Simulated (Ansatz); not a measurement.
# CTa: the cost of one run

Method: the levels named in each step, in Ansatz 0.2.0.

### Step 1. The system as given

Bond lengths: C1–Ta2 1.953 Å.

As a file:

```xyz
2

C     0.0000    0.0000    0.0000
Ta    0.0000    0.0000    1.9534
```

### Step 2. A rough first relaxation, PBE-D4/def2-SVP

This run stands in another session on the same molecule. It ended at:

```xyz
2

C     0.0000    0.0000    0.0921
Ta    0.0000    0.0000    1.8613
```

### Step 3. Relaxation, PBE0-D4/def2-TZVPP

This run stands in another session on the same molecule. It ended at:

```xyz
2

C     0.0000    0.0000    0.1052
Ta    0.0000    0.0000    1.8482
```

### Step 4. Bond length 1.5338 Å, PBE0-D4/def2-QZVPP

File input.yaml:

```yaml
crystal:
  periodic: [false, false, false]
  atoms:
    - { symbol: C, position_ang: [0.0, 0.0, 0.0] }
    - { symbol: Ta, position_ang: [0.0, 0.0, 1.5338] }
magnetization:
  spin_polarized: true
  initial_magnetization: 1
basis:
  gaussian: { orbitals: def2-QZVPP.json }
hamiltonian:
  xc: pbe0
  dispersion: d4
```

Run with:

```bash
$ ansatz run input.yaml --threads 2 --pin off --max-ram 5120MiB --backend cpu --events-out ev --progress --plain --runs-dir out
```

**Question.** How long does this run take on 2 threads of Oxide Virtual Turin-like (Zen 5), shared host, and how much memory does it need?

About 6.8 s, with a peak of 0.32 GiB.
